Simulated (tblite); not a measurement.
# C6H10OSSi: the cost of one run

Programs: tblite 0.8.0 and PySCF 2.14.0, with density-fitted response routines of our own. Each step states its level of theory. These are calculated values for one molecule in the gas phase, unless marked as measured. Atoms are numbered from 0 throughout.

## 1. Starting geometry

19 atoms, charge 0, multiplicity 1; geometry from: force field or distance geometry start.

Bonds of the start (Å): C0–C1 1.51, C1–C2 1.33, C2–Si3 1.84, Si3–C4 1.84, C4–S5 1.76, S5–C6 1.80, S5–O7 1.55, C4–C8 1.31, C8–C1 1.42, C0–H9 1.12, C0–H10 1.09, C0–H11 1.11, C2–H12 1.09, Si3–H13 1.46, Si3–H14 1.47, C6–H15 1.12, C6–H16 1.10, C6–H17 1.12, C8–H18 1.12.

## 2. Optimising the geometry with GFN2-xTB

The job: settings as JSON, then the geometry in Å.

```
{"job": {"kind": "relax", "xc": "GFN2-xTB", "basis": "xTB"}, "charge": 0, "multiplicity": 1}
C     -2.928000     0.709400    -1.057900
C     -1.728700     0.274800    -0.256300
C     -1.862700    -0.621100     0.712100
Si    -0.188600    -0.878400     1.439100
C      0.557400     0.341000     0.273700
S      2.252300     0.807900     0.184200
C      3.348400    -0.563500    -0.209600
O      2.670300     1.433200     1.540400
C     -0.421300     0.778900    -0.480800
H     -3.664600    -0.132200    -1.052700
H     -2.667200     0.963300    -2.089100
H     -3.441100     1.570600    -0.580800
H     -2.787200    -1.099900     1.023700
H      0.315100    -2.231800     1.234600
H     -0.127100    -0.396600     2.823300
H      4.378000    -0.279800     0.136400
H      3.045600    -1.503000     0.281000
H      3.452400    -0.706200    -1.320500
H     -0.212900     1.542700    -1.268300
```

Launch:

```sh
$ OMP_NUM_THREADS=1 python probes_run.py task.json out
```

One launch serves the whole session: the jobs run in the order shown.

**Question.** How long does this first job take on 1 thread of Arm Neoverse V1, shared host?

About 1.4 s.
